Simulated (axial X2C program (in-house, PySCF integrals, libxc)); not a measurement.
# All-electron X2C curves of PbNa⁺

Aim: find the lowest determinant of PbNa⁺, scan the bond at several levels and fit the constants, once spin-free and once with spin–orbit coupling.

The runs use an in-house X2C program for linear molecules on PySCF integrals; all-electron X2C, Pb dyall-cv3z, Na dyall-cv3z.

All values are calculated.

## 1. Set-up

Contents of task.json:

```json
{
 "zs": [
  82,
  11
 ],
 "q": 1,
 "bas": [
  "dyall-cv3z",
  "dyall-cv3z"
 ],
 "levels": [
  "PBE0",
  "HF",
  "TPSS"
 ],
 "cc": true,
 "r0": 2.99,
 "thr": -1.0,
 "nmax": 90,
 "npts": 10,
 "nst": 2,
 "ntry": 6
}
```

Keys: zs atomic numbers; q charge; bas basis sets; levels methods (HF also brings MP2); cc coupled cluster on or off; r0 starting distance in Å; thr threshold in hartree for freezing inner shells (an s shell follows its p shell); nmax most natural virtual spinors; npts points asked for on the curve; nst determinants followed; ntry starts of the search.

The run is started by

```bash
$ python so2c.py task.json out
```

Spin-free means the one-electron spin-free X2C Hamiltonian; two-component (2c) means X2C with spin–orbit coupling and atomic mean-field two-electron Coulomb and Gaunt terms. Basis: Pb dyall-cv3z contracted to [12s14p10d7f1g], Na dyall-cv3z contracted to [9s8p5d2f]; Gaussian nuclei, density fitting. Masses: Pb 207.977 u, Na 22.990 u.

Notation: σ, π±, δ± give the projection m of an orbital's angular momentum (0, ±1, ±2), α and β its spin, Λ and M_S the sums; ω is the projection of a spinor's total angular momentum and Ω the sum. Logs are in hartree.

The results follow Hamiltonian by Hamiltonian and level by level.

## 2. Search for the lowest determinant

PBE0 moves the distance from 2.990 Å to 3.333 Å and compares determinants there.

Spin-free determinants:

```tsv
ΔE (eV)	state	open shells
0.00	M_S = 1, Λ = 1	beyond closed shells: σα, π+α
0.23	M_S = 0, Λ = 0	closed shell
0.27	M_S = 0, Λ = 1	beyond closed shells: σα, π+β
0.87	M_S = 1, Λ = 0	beyond closed shells: π+α, π-α
1.59	M_S = 0, Λ = 0	beyond closed shells: π+β, π-α
1.59	M_S = 0, Λ = 2	beyond closed shells: π+α, π+β
2.99	M_S = 1, Λ = 0	beyond closed shells: 2 × σα
```

Two-component determinants:

```
ΔE (eV)  state                              open shells
   0.00  Ω = 0                             closed shell
   0.84  Ω = 1        excess of +ω over −ω: 2 × ω = 1/2
   1.36  Ω = 1  excess of +ω over −ω: ω = -1/2, ω = 3/2
   1.37  Ω = 2   excess of +ω over −ω: ω = 1/2, ω = 3/2
   3.68  Ω = 0                             closed shell
```

## 3. PBE0, spin-free

State followed: M_S = 1, Λ = 1 (beyond closed shells: σα, π+α). The scan is laid around 3.333 Å, a first estimate of the minimum, and this SCF restarts from the orbitals of the search.

The SCF at the reference distance of 3.333 Å:

```text
spin-free X2C-1e  PBE0
basis functions 234  fitting functions 1183  grid points 5088
iter        total energy     max residual
   1     -21048.204874033     7.07e-05
   2     -21048.204874049     5.53e-05
   3     -21048.204874070     6.69e-06
   4     -21048.204874070     7.06e-06
converged
one-electron -29070.60709261  Coulomb 8288.33179959  exact exchange -100.74165367  xc functional -308.39760162  nuclear repulsion 143.20967424
```

Along the bond, energies from the lowest point:

| R (Å) | E (eV) | μ (D) | HOMO (eV) | LUMO (eV) | iterations |
| --- | --- | --- | --- | --- | --- |
| 2.900 | 0.1714 | 8.50 | -9.50 | -7.79 | 19 |
| 3.033 | 0.0805 | 8.94 | -9.37 | -7.67 | 13 |
| 3.133 | 0.0380 | 9.28 | -9.29 | -7.59 | 12 |
| 3.233 | 0.0130 | 9.63 | -9.21 | -7.51 | 11 |
| 3.333 | 0.0012 | 9.98 | -9.13 | -7.43 | 4 |
| 3.450 | 0.0000 | 10.41 | -9.04 | -7.34 | 11 |
| 3.566 | 0.0097 | 10.84 | -8.96 | -7.26 | 10 |
| 3.716 | 0.0325 | 11.40 | -8.86 | -7.16 | 10 |
| 3.900 | 0.0717 | 12.12 | -8.74 | -7.04 | 10 |
| 4.166 | 0.1393 | 13.20 | -8.58 | -6.88 | 10 |

Dipoles are positive if Na is the positive end and refer to the centre of mass.

Outer orbitals at the reference distance:

```json
{"symmetry": "δ+α", "occupied": "yes", "ε (eV)": "-28.06", "atomic character": "100% Pb d"}
{"symmetry": "δ-α", "occupied": "yes", "ε (eV)": "-28.00", "atomic character": "100% Pb d"}
{"symmetry": "π+α", "occupied": "yes", "ε (eV)": "-28.00", "atomic character": "100% Pb d"}
{"symmetry": "σα", "occupied": "yes", "ε (eV)": "-27.97", "atomic character": "100% Pb d"}
{"symmetry": "π-α", "occupied": "yes", "ε (eV)": "-27.96", "atomic character": "100% Pb d"}
{"symmetry": "δ+β", "occupied": "yes", "ε (eV)": "-27.86", "atomic character": "100% Pb d"}
{"symmetry": "δ-β", "occupied": "yes", "ε (eV)": "-27.86", "atomic character": "100% Pb d"}
{"symmetry": "π+β", "occupied": "yes", "ε (eV)": "-27.77", "atomic character": "100% Pb d"}
{"symmetry": "π-β", "occupied": "yes", "ε (eV)": "-27.77", "atomic character": "100% Pb d"}
{"symmetry": "σβ", "occupied": "yes", "ε (eV)": "-27.74", "atomic character": "100% Pb d"}
{"symmetry": "σα", "occupied": "yes", "ε (eV)": "-18.26", "atomic character": "88% Pb s, 6% Na p, 4% Na d"}
{"symmetry": "σβ", "occupied": "yes", "ε (eV)": "-16.78", "atomic character": "89% Pb s, 5% Na p, 3% Na d"}
{"symmetry": "σα", "occupied": "yes", "ε (eV)": "-9.89", "atomic character": "73% Pb p, 16% Na s, 7% Na p"}
{"symmetry": "π+α", "occupied": "yes", "ε (eV)": "-9.13", "atomic character": "93% Pb p, 3% Na p, 3% Na d"}
{"symmetry": "π-α", "occupied": "no", "ε (eV)": "-7.43", "atomic character": "92% Pb p, 4% Na p, 4% Na d"}
{"symmetry": "σβ", "occupied": "no", "ε (eV)": "-6.98", "atomic character": "63% Pb p, 30% Na s, 4% Na p"}
{"symmetry": "π+β", "occupied": "no", "ε (eV)": "-6.33", "atomic character": "92% Pb p, 5% Na p, 4% Na d"}
{"symmetry": "π-β", "occupied": "no", "ε (eV)": "-6.33", "atomic character": "92% Pb p, 5% Na p, 4% Na d"}
```

PBE0 fields in the half plane through the axis: z from -2.4 to 5.7 Å across, distance from the axis 0.15 to 2.25 Å upwards; Pb lies at z = 0 and Na at z = 3.333 Å; the ELF is damped to zero where the density is low.

log10 density (e/bohr³). Ten even steps from '0' (-5.73 ) to '9' (1.93 ):
```
1222333333333333222221111000
2233334444443333332222111100
2333444444444433333322211100
2334445555544444333333221110
3344455565555444444444322110
3344556666655544455555432111
3345566787665544556776532211
3445567898765554567876543211
```

ELF. Ten even steps from '0' (0.00 ) to '9' (0.86 ):
```
0001122322222222100000000000
0012344444444555421000000000
0134565555556677520000000000
0356665544556787300000000000
1467754444457896100110000000
3677644555446894004653000000
4687545767545882049997200000
4787547343745881079299400000
```

Re = 3.400 Å, ωe = 106.3 cm⁻¹, ωexe = 0.441 cm⁻¹, Be = 0.07044 cm⁻¹, De = 0.691 eV, μ = 10.23 D.

## 4. HF, spin-free

Output at 3.333 Å:

```text
spin-free X2C-1e  HF
basis functions 234  fitting functions 1183  grid points 5088
iter        total energy     max residual
   1     -21042.032233476     6.27e-01
   2     -21042.066312850     1.57e-02
   3     -21042.067102385     2.02e-02
   4     -21042.067388434     3.23e-03
   5     -21042.067412626     6.24e-04
   6     -21042.067421046     7.27e-04
   7     -21042.067421750     1.76e-04
   8     -21042.067421878     6.01e-05
   9     -21042.067421894     3.67e-05
  10     -21042.067421896     5.62e-06
  11     -21042.067421897     4.13e-06
  12     -21042.067421897     1.82e-06
converged
one-electron -29071.90326037  Coulomb 8289.76862477  exact exchange -403.14246054  xc functional 0.00000000  nuclear repulsion 143.20967424
```

Re = 3.480 Å, ωe = 104.1 cm⁻¹, ωexe = 0.488 cm⁻¹, Be = 0.06724 cm⁻¹, De = 0.540 eV, μ = 11.12 D.

## 5. TPSS, spin-free

The SCF at the reference distance of 3.333 Å:

```text
spin-free X2C-1e  TPSS
basis functions 234  fitting functions 1183  grid points 5088
iter        total energy     max residual
   1     -21047.777187870     2.24e-01
   2     -21047.779003601     1.15e-02
   3     -21047.779572036     4.38e-02
   4     -21047.779738676     5.48e-03
   5     -21047.779740493     8.50e-04
   6     -21047.779742571     9.81e-04
   7     -21047.779742688     1.30e-04
   8     -21047.779742758     1.15e-04
   9     -21047.779742759     3.53e-05
  10     -21047.779742759     9.49e-06
converged
one-electron -29068.32469143  Coulomb 8285.98564492  exact exchange 0.00000000  xc functional -408.65037049  nuclear repulsion 143.20967424
```

Re = 3.449 Å, ωe = 101.4 cm⁻¹, ωexe = 0.451 cm⁻¹, Be = 0.06847 cm⁻¹, De = 0.670 eV, μ = 10.27 D.

## 6. Correlated methods, spin-free

Correlated methods: 4 electrons correlated (frozen shells, counted by type: Pb 5 s, 4 p, 3 d, 1 f; Na 2 s, 1 p), 286 virtual spinors in MP2, 53 natural virtuals in coupled cluster.

Output of the correlated part at 3.333 Å:

```text
correlated 4  virtual 286  natural virtual 53  E(MP2) -0.039217756  MP2 remainder -0.001139023
iter   CCSD correlation   residual
   1     -0.045502375   7.43e-02
   2     -0.047958354   2.40e-02
   3     -0.048087914   4.97e-03
   4     -0.048097925   8.44e-04
   5     -0.048094816   1.32e-04
   6     -0.048096489   2.93e-05
   7     -0.048095979   7.43e-06
   8     -0.048096090   2.00e-06
   9     -0.048096087   4.88e-07
(T) -0.001154723  T1 0.0093  D1 0.0155  max T2 0.083
```

T1 in the output is the amplitude norm over the root of the electron number; divide by √2 for the Lee–Taylor value.

MP2: Re = 3.471 Å, ωe = 104.3 cm⁻¹, Be = 0.06759 cm⁻¹, De = 0.573 eV.

CCSD: No constants are quoted: too few points lie around the minimum for a second fit to confirm the first.

CCSD(T): No constants are quoted: too few points lie around the minimum for a second fit to confirm the first.

## 7. A higher determinant, spin-free

State: M_S = 0, Λ = 0 (closed shell).

Output at the reference distance:

```text
spin-free X2C-1e  PBE0
basis functions 234  fitting functions 1183  grid points 5088
iter        total energy     max residual
   1     -21048.196421335     4.63e-05
   2     -21048.196421340     3.84e-05
   3     -21048.196421353     3.69e-06
   4     -21048.196421353     2.78e-06
converged
one-electron -29069.44640559  Coulomb 8287.16608527  exact exchange -100.73407961  xc functional -308.39169566  nuclear repulsion 143.20967424
```

| R (Å) | E above the lowest PBE0 point (eV) |
| --- | --- |
| 2.900 | 0.413 |
| 3.033 | 0.302 |
| 3.133 | 0.256 |
| 3.233 | 0.234 |
| 3.333 | 0.231 |
| 3.450 | 0.246 |
| 3.566 | 0.276 |
| 3.716 | 0.329 |
| 3.900 | 0.409 |

Re = 3.300 Å, ωe = 144.9 cm⁻¹, ωexe = 0.531 cm⁻¹, Be = 0.07479 cm⁻¹, μ = 8.31 D. Te = 0.23 eV.

## 8. The spin-free curves together

Energy (eV) of the followed determinant, spin-free, from each level's lowest point:

| R (Å) | PBE0 | HF | MP2 | CCSD | CCSD(T) | TPSS |
| --- | --- | --- | --- | --- | --- | --- |
| 2.900 | 0.171 | 0.235 | 0.229 | n/a | n/a | 0.196 |
| 3.033 | 0.080 | 0.122 | 0.118 | n/a | n/a | 0.099 |
| 3.133 | 0.038 | 0.067 | 0.064 | 0.063 | 0.063 | 0.051 |
| 3.233 | 0.013 | 0.031 | 0.029 | 0.028 | 0.028 | 0.022 |
| 3.333 | 0.001 | 0.010 | 0.009 | 0.009 | 0.009 | 0.006 |
| 3.450 | 0.000 | 0.000 | 0.000 | 0.000 | 0.000 | 0.000 |
| 3.566 | 0.010 | 0.002 | 0.003 | 0.003 | 0.003 | 0.005 |
| 3.716 | 0.032 | 0.019 | 0.020 | 0.021 | 0.021 | 0.023 |
| 3.900 | 0.072 | 0.052 | 0.054 | n/a | n/a | 0.056 |
| 4.166 | 0.139 | 0.115 | 0.116 | n/a | n/a | 0.116 |

## 9. PBE0, 2c

State followed: Ω = 0 (closed shell). The scan is laid around 3.333 Å, a first estimate of the minimum, and this SCF restarts from the orbitals of the search.

The SCF at the reference distance of 3.333 Å:

```text
two-component X2C + atomic mean field  PBE0
basis functions 234  fitting functions 1183  grid points 5088
iter        total energy     max residual
   1     -21054.274645216     7.22e-05
   2     -21054.274645216     7.89e-06
converged
one-electron -29055.99680474  Coulomb 8287.92815319  exact exchange -100.73377378  xc functional -308.47343217  nuclear repulsion 143.20967424  atomic mean-field constant -20.20846195
```

Along the bond, energies from the lowest point:

| R (Å) | E (eV) | μ (D) | HOMO (eV) | LUMO (eV) | iterations |
| --- | --- | --- | --- | --- | --- |
| 2.900 | 0.1292 | 8.88 | -9.95 | -7.08 | 20 |
| 3.033 | 0.0530 | 9.31 | -9.83 | -7.01 | 14 |
| 3.133 | 0.0203 | 9.65 | -9.74 | -6.95 | 12 |
| 3.233 | 0.0041 | 10.00 | -9.65 | -6.90 | 11 |
| 3.333 | 0.0000 | 10.37 | -9.56 | -6.85 | 2 |
| 3.450 | 0.0065 | 10.81 | -9.46 | -6.79 | 10 |
| 3.566 | 0.0225 | 11.27 | -9.35 | -6.73 | 10 |
| 3.716 | 0.0512 | 11.89 | -9.22 | -6.67 | 10 |
| 3.900 | 0.0944 | 12.68 | -9.06 | -6.60 | 11 |
| 4.166 | 0.1621 | 13.89 | -8.84 | -6.53 | 11 |

Dipoles are positive if Na is the positive end and refer to the centre of mass.

Outer spinors at the reference distance:

```tsv
ω	occupied	ε (eV)	atomic character	λ mixture
3/2	yes	-28.83	100% Pb d	81% δ, 19% π
1/2	yes	-28.72	100% Pb d	61% π, 39% σ
5/2	yes	-26.25	100% Pb d	100% δ
3/2	yes	-26.15	100% Pb d	81% π, 19% δ
1/2	yes	-26.10	100% Pb d	61% σ, 39% π
1/2	yes	-17.07	88% Pb s, 6% Na p, 4% Na d	100% σ
1/2	yes	-9.56	85% Pb p, 8% Na s, 4% Na p	56% σ, 44% π
1/2	no	-6.85	66% Pb p, 27% Na s, 3% Na p	50% σ, 50% π
3/2	no	-6.23	88% Pb p, 8% Na p, 4% Na d	100% π
1/2	no	-5.26	53% Na s, 24% Pb p, 18% Na p	93% σ, 7% π
1/2	no	-3.58	90% Na p, 5% Pb p, 4% Pb d	98% π, 2% σ
```

PBE0 fields in the half plane through the axis: z from -2.4 to 5.7 Å across, distance from the axis 0.15 to 2.25 Å upwards; Pb lies at z = 0 and Na at z = 3.333 Å; the ELF is damped to zero where the density is low.

log10 density (e/bohr³). Ten even steps from '0' (-5.70 ) to '9' (1.93 ):
```
1222333333333332222221111000
2223334444433333332222111100
2233444444444433333322211100
2334445555544444333333221110
3344455565555444444444322110
3344556666655544455555432111
3445566787665544456766532211
3445567898765554567876543211
```

ELF. Ten even steps from '0' (0.00 ) to '9' (0.86 ):
```
0000001110000000000000000000
0001222222222222210000000000
0023444433333444200000000000
0245555444445665100000000000
1456654444456774000100000000
2567644555445772004653000000
3677545767545771049997200000
4677547343745770079299400000
```

Re = 3.322 Å, ωe = 111.6 cm⁻¹, ωexe = 0.679 cm⁻¹, Be = 0.07378 cm⁻¹, De = 0.565 eV, μ = 10.33 D.

## 10. HF, 2c

The SCF at the reference distance of 3.333 Å:

```text
two-component X2C + atomic mean field  HF
basis functions 234  fitting functions 1183  grid points 5088
iter        total energy     max residual
   1     -21048.002534401     1.04e+00
   2     -21048.036922959     1.55e-02
   3     -21048.037760165     3.38e-02
   4     -21048.038056265     4.99e-03
   5     -21048.038084520     9.76e-04
   6     -21048.038099581     2.01e-03
   7     -21048.038103204     8.53e-04
   8     -21048.038104459     7.60e-05
   9     -21048.038104597     1.36e-04
  10     -21048.038104614     3.47e-05
  11     -21048.038104615     2.63e-06
converged
one-electron -29057.36880373  Coulomb 8289.43617668  exact exchange -403.10668986  xc functional 0.00000000  nuclear repulsion 143.20967424  atomic mean-field constant -20.20846195
```

Re = 3.413 Å, ωe = 102.8 cm⁻¹, ωexe = 0.793 cm⁻¹, Be = 0.06991 cm⁻¹, De = 0.398 eV, μ = 11.51 D.

## 11. TPSS, 2c

The SCF at the reference distance of 3.333 Å:

```text
two-component X2C + atomic mean field  TPSS
basis functions 234  fitting functions 1183  grid points 5088
iter        total energy     max residual
   1     -21053.834046503     2.42e-01
   2     -21053.836004938     1.16e-02
   3     -21053.836700533     5.30e-02
   4     -21053.836901065     5.24e-03
   5     -21053.836906358     1.17e-03
   6     -21053.836909787     1.86e-03
   7     -21053.836910194     2.18e-04
   8     -21053.836910275     2.37e-04
   9     -21053.836910281     2.52e-05
  10     -21053.836910281     1.58e-05
converged
one-electron -29053.47060619  Coulomb 8285.33727341  exact exchange 0.00000000  xc functional -408.70478979  nuclear repulsion 143.20967424  atomic mean-field constant -20.20846195
```

Re = 3.376 Å, ωe = 106.8 cm⁻¹, Be = 0.07146 cm⁻¹, De = 0.632 eV, μ = 10.08 D.

## 12. MP2 and beyond, 2c

Correlated methods: 4 electrons correlated (frozen shells, counted by type: Pb 5 s, 4 p, 3 d, 1 f; Na 2 s, 1 p), 286 virtual spinors in MP2, 60 natural virtuals in coupled cluster.

Output of the correlated part at 3.333 Å:

```text
correlated 4  virtual 286  natural virtual 60  E(MP2) -0.046083030  MP2 remainder -0.001219804
iter   CCSD correlation   residual
   1     -0.054068745   1.05e-01
   2     -0.058679475   5.65e-02
   3     -0.059609689   2.74e-02
   4     -0.059815652   9.09e-03
   5     -0.059778821   3.16e-03
   6     -0.059809800   1.73e-03
   7     -0.059812925   6.93e-04
   8     -0.059810175   1.02e-04
   9     -0.059810121   3.02e-05
  10     -0.059810339   7.55e-06
  11     -0.059810285   2.30e-06
  12     -0.059810274   8.85e-07
(T) -0.001103992  T1 0.0066  D1 0.0084  max T2 0.157
```

MP2: Re = 3.410 Å, ωe = 103.9 cm⁻¹, Be = 0.07003 cm⁻¹, De = 0.413 eV.

CCSD: Re = 3.405 Å, ωe = 105.1 cm⁻¹, ωexe = 0.744 cm⁻¹, Be = 0.07025 cm⁻¹, De = 0.419 eV. T1 at Re = 0.005 (Lee–Taylor, the printed value over √2).

CCSD(T): Re = 3.407 Å, ωe = 105.0 cm⁻¹, ωexe = 0.738 cm⁻¹, Be = 0.07017 cm⁻¹, De = 0.422 eV. T1 at Re = 0.005 (Lee–Taylor, the printed value over √2).

## 13. A higher determinant, 2c

State: Ω = 1 (excess of +ω over −ω: 2 × ω = 1/2).

Output at the reference distance:

```text
two-component X2C + atomic mean field  PBE0
basis functions 234  fitting functions 1183  grid points 5088
iter        total energy     max residual
   1     -21054.243838834     1.21e-05
   2     -21054.243838834     1.43e-06
converged
one-electron -29054.15706795  Coulomb 8286.11116138  exact exchange -100.73358185  xc functional -308.46556271  nuclear repulsion 143.20967424  atomic mean-field constant -20.20846195
```

| R (Å) | E above the lowest PBE0 point (eV) |
| --- | --- |
| 2.900 | 1.056 |
| 3.033 | 0.951 |
| 3.133 | 0.897 |
| 3.233 | 0.861 |
| 3.333 | 0.838 |
| 3.450 | 0.825 |
| 3.566 | 0.823 |
| 3.716 | 0.832 |
| 3.900 | 0.857 |

Re = 3.532 Å, ωe = 93.0 cm⁻¹, Be = 0.06529 cm⁻¹, μ = 9.93 D. Te = 0.82 eV.

## 14. The 2c curves together

Energy (eV) of the followed determinant, 2c, from each level's lowest point:

| R (Å) | PBE0 | HF | MP2 | CCSD | CCSD(T) | TPSS |
| --- | --- | --- | --- | --- | --- | --- |
| 2.900 | 0.129 | 0.180 | 0.180 | n/a | n/a | 0.156 |
| 3.033 | 0.053 | 0.085 | 0.085 | 0.083 | 0.084 | 0.071 |
| 3.133 | 0.020 | 0.041 | 0.041 | 0.040 | 0.040 | 0.031 |
| 3.233 | 0.004 | 0.015 | 0.015 | 0.014 | 0.014 | 0.009 |
| 3.333 | 0.000 | 0.002 | 0.002 | 0.002 | 0.002 | 0.000 |
| 3.450 | 0.007 | 0.000 | 0.000 | 0.000 | 0.000 | 0.001 |
| 3.566 | 0.022 | 0.008 | 0.008 | 0.009 | 0.008 | 0.013 |
| 3.716 | 0.051 | 0.027 | 0.028 | 0.030 | 0.029 | 0.036 |
| 3.900 | 0.094 | 0.060 | 0.062 | n/a | n/a | 0.075 |
| 4.166 | 0.162 | 0.113 | 0.117 | n/a | n/a | 0.138 |

Time for the job: 2.3 min (1 thread of Arm Neoverse V1, shared host); peak memory 0.55 GiB.

## 15. Constants

Lowest determinant that the search found at its distance, spin-free: M_S = 1, Λ = 1 (beyond closed shells: σα, π+α).

Lowest determinant that the search found at its distance, 2c: Ω = 0 (closed shell).

| Hamiltonian | level | Re (Å) | ωe (cm⁻¹) | De (eV) | μ (D) |
| --- | --- | --- | --- | --- | --- |
| spin-free | PBE0 | 3.400 | 106.3 | 0.691 | 10.23 |
| spin-free | HF | 3.480 | 104.1 | 0.540 | 11.12 |
| spin-free | MP2 | 3.471 | 104.3 | 0.573 | n/a |
| spin-free | TPSS | 3.449 | 101.4 | 0.670 | 10.27 |
| 2c | PBE0 | 3.322 | 111.6 | 0.565 | 10.33 |
| 2c | HF | 3.413 | 102.8 | 0.398 | 11.51 |
| 2c | MP2 | 3.410 | 103.9 | 0.413 | n/a |
| 2c | CCSD | 3.405 | 105.1 | 0.419 | n/a |
| 2c | CCSD(T) | 3.407 | 105.0 | 0.422 | n/a |
| 2c | TPSS | 3.376 | 106.8 | 0.632 | 10.08 |

Dipoles are positive if Na is the positive end and refer to the centre of mass. No constants: spin-free CCSD (too few points lie around the minimum for a second fit to confirm the first); spin-free CCSD(T) (too few points lie around the minimum for a second fit to confirm the first).

Time per point (s) on 1 thread of Arm Neoverse V1, shared host (2c runs; CCSD comes with the CCSD(T) run); the times are rough: PBE0 0.77, HF 0.65, MP2 0.7, CCSD(T) 1.3, TPSS 0.77.

At MP2, going from spin-free to two-component changes Re by -61 mÅ, ωe by -0.4 %; the two runs may stand on different determinants, so this isn't spin–orbit coupling alone. De moves by -0.16 eV; both De rest on single-determinant atoms, which can miss part of an open shell's spin–orbit lowering.

De refers to Pb + Na+, each in the lowest determinant found, which need not be this curve's own limit. The state is a single determinant with fixed occupations, the lowest that a limited PBE0 search found. The closed shell is kept restricted; where the fragments are open shells, the energy then runs too high at long range. Dissociation energies refer to the lowest single-determinant-based atoms at the same level and basis. CCSD and (T) use frozen natural virtuals with an MP2 correction for the truncation. The meta-GGAs lack a current-density term, which matters for open shells with orbital currents, atoms included. With several unpaired electrons one determinant need not be a pure state. With the outer-core shells frozen, correlated bond lengths of heavy atoms tend to come out a few hundredths of an ångström too long.
